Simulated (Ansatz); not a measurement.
# YbRe (CsCl type): equation of state

One table from this session's results is given with a row withheld; the runs are named, their logs left out.

Computed with Ansatz 0.2.0 (DFT r²SCAN, scalar-relativistic, plane waves, PAW, unless a step's input says otherwise).

1 further run of the same task is left out (set aside as unsound or not needed). Runs told in other sessions of the task aren't counted.

## The structure to begin with

It takes space group Pm-3m (No. 221, cubic). The conventional cell has a = 3.350 Å, b = 3.350 Å, c = 3.350 Å, α = 90.00°, β = 90.00°, γ = 90.00°. Yb (site symmetry m-3m) has 8 Re at 2.90 Å in its first shell of neighbours. Around Re (site symmetry m-3m) lie 8 Yb at 2.90 Å.

Structure file:

```cif
data_structure
_symmetry_space_group_name_H-M 'Pm-3m'
_symmetry_Int_Tables_number 221
_cell_length_a 3.3499
_cell_length_b 3.3499
_cell_length_c 3.3499
_cell_angle_alpha 90.000
_cell_angle_beta 90.000
_cell_angle_gamma 90.000
_cell_volume 37.59
loop_
_atom_site_label
_atom_site_type_symbol
_atom_site_symmetry_multiplicity
_atom_site_Wyckoff_symbol
_atom_site_fract_x
_atom_site_fract_y
_atom_site_fract_z
_atom_site_occupancy
Yb1 Yb 1 a 0.00000 0.00000 0.00000 1
Re1 Re 1 b 0.50000 0.50000 0.50000 1
```

This cell comes from an earlier session at r²SCAN: 18.796 Å³/atom at 0.00 GPa, on a 10×10×10 mesh.

Volume factors to run: 0.980, 1.020, 0.960, 1.040, 1.070.

The first run:

File input.yaml:

```yaml
crystal:
  lattice:
    - [3.3273886377, 0.0, 0.0]
    - [0.0, 3.3273886377, 0.0]
    - [0.0, 0.0, 3.3273886377]
  atoms:
    - { symbol: Yb, position: [0.0, 0.0, 0.0] }
    - { symbol: Re, position: [0.5, 0.5, 0.5] }
basis:
  ecutwfc: 500
  ecutrho_ratio: 4
kpoints:
  mp_grid: { grid: [10, 10, 10] }
hamiltonian:
  xc: r2scan
scf:
  occupations: { method: gaussian, width: 0.05 }
output:
  forces: true
  stress: true
  eigenvalues: true
```

Started as:

```console
ansatz run input.yaml --threads 2 --pin off --max-ram 2662MiB --backend cpu --events-out ev --progress --plain --runs-dir out
```

Steps of the session up to this table: Volume × 0.980; At 1.020 of the relaxed volume; At 0.960 of the relaxed volume; Scaling the volume by 1.040; At 1.070 of the relaxed volume.

One table of the session follows, with a row left open; its other results are not shown here.

It belongs to the step «The fit». 

| volume (Å³/atom) | energy (meV/atom) | pressure (GPa) |
| --- | --- | --- |
| 18.044 | 12.77 | 5.63 |
| 18.420 | 3.07 | 2.67 |
| 18.796 | 0.00 | 0.00 |
| 19.171 | 2.87 | -2.40 |
| 19.547 | ? | ? |
| 20.111 | 32.25 | -7.39 |

Q: Estimate the row for volume (Å³/atom) = 19.547 from the others.

Worked estimate for «energy (meV/atom)». A straight line through the neighbours (19.171, 2.87) and (20.111, 32.25) gives 2.87 + (32.25 − 2.87) × (19.547 − 19.171) / (20.111 − 19.171) = 14.62; a parabola fitted to 3 rows on both sides gives 10.82.

The run gave: energy (meV/atom): 11.08; pressure (GPa): -4.55. In «energy (meV/atom)» the line misses by +3.54 and the parabola by -0.26.
